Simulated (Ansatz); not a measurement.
# Br− with H₂: superposition error and deformation

An exercise on one series of results from a longer session: the logs are not shown, and one member is left open.

Computed with Ansatz 0.2.0, Gaussian basis. Level: PBE0-D4 structures, single points in def2-TZVPPD.

Levels: PBE-D4, revPBE-D4, BLYP-D4, r2SCAN-D4, B97M-V, PBE0-D4, B3LYP-D4, HSE06-D4, wB97X-V, wB97M-V, B2PLYP, Hartree-Fock, MP2, CCSD, CCSD(T).

Correlated methods freeze the cores. Filled d shells of the heavier atoms are correlated. B3LYP uses VWN-RPA correlation. B2PLYP carries no dispersion term here.

129 further runs of the same task are left out: 129 set aside as unsound or not needed.

### The starting structure

The relaxed pair: 3 atoms, charge -1, spin multiplicity 1.

Atoms are counted from 1 here; the program's logs count them from 0.

Bond lengths: H2–H3 0.757 Å.

As a file:

```xyz
3

Br    0.00493    0.02234   -2.13862
H    -0.00320   -0.01422    1.44789
H    -0.00183   -0.00802    0.69073
```

Atoms 1 to 1 are fragment A (Br−), the rest fragment B (H₂). From earlier runs, pair energy (eV) and counterpoise interaction (meV):

| method | E(pair) | interaction |
| --- | --- | --- |
| PBE-D4 | -70069.87653 | -117 |
| revPBE-D4 | -70074.68857 | -95 |
| BLYP-D4 | -70081.24838 | -88 |
| r2SCAN-D4 | -70080.12056 | -90 |
| B97M-V | -70067.96953 | -109 |
| PBE0-D4 | -70072.36371 | -108 |
| B3LYP-D4 | -70081.71117 | -92 |
| HSE06-D4 | -70072.46569 | -109 |
| wB97X-V | -70074.14756 | -90 |
| wB97M-V | -70076.37304 | -90 |
| B2PLYP | -70070.11090 | -72 |
| MP2 | -70040.45616 | -73 |
| CCSD(T) | -70041.07103 | -71 |

First each fragment is run alone in its own basis, frozen in the shape it has in the pair (a, b).

Set-up of the first run:

The input, a/in.yaml:

```yaml
crystal:
  periodic: [false, false, false]
  atoms:
    - {symbol: Br, position_ang: [0.004930, 0.022341, -2.138621]}
basis:
  gaussian: {orbitals: "def2-TZVPPD.json"}
total_charge: -1
hamiltonian: {xc: {name: wB97X-V}}
```

The input, b/in.yaml:

```yaml
crystal:
  periodic: [false, false, false]
  atoms:
    - {symbol: H, position_ang: [-0.003205, -0.014222, 1.447890]}
    - {symbol: H, position_ang: [-0.001825, -0.008018, 0.690731]}
basis:
  gaussian: {orbitals: "def2-TZVPPD.json"}
hamiltonian: {xc: {name: wB97X-V}}
```

The basis file named in the input lies beside it (Basis Set Exchange, JSON).

The same command starts each run, in its folder.

The run is started by

```console
> ansatz run in.yaml --threads 2 --pin off --events-out ev --progress --plain --max-ram 5222MiB
```

Steps of the session up to this table: wB97X-V/def2-TZVPPD; wB97M-V/def2-TZVPPD; B2PLYP/def2-TZVPPD; B97M-V/def2-TZVPPD; CCSD(T)/def2-TZVPPD; Relaxing H₂ alone; PBE-D4/def2-TZVPPD; r2SCAN-D4/def2-TZVPPD; PBE0-D4/def2-TZVPPD; B3LYP-D4/def2-TZVPPD; BLYP-D4/def2-TZVPPD; revPBE-D4/def2-TZVPPD; HSE06-D4/def2-TZVPPD.

One of the session's tables, all rows but one given; the rest of the session is left out.

```
      method  interaction with counterpoise (meV)
      PBE-D4                                 -117
   revPBE-D4                                  -95
     BLYP-D4                                  -88
   r2SCAN-D4                                  -90
      B97M-V                                 -109
     PBE0-D4                                 -108
    B3LYP-D4                                  -92
    HSE06-D4                                 -109
     wB97X-V                                  -90
     wB97M-V                                  -90
      B2PLYP                                  -72
Hartree-Fock                                    ?
         MP2                                  -73
        CCSD                                  -65
     CCSD(T)                                  -71
```

Estimate the missing values for Hartree-Fock.

The run gave: interaction with counterpoise (meV): -30. In the column «interaction with counterpoise (meV)» it is the highest.
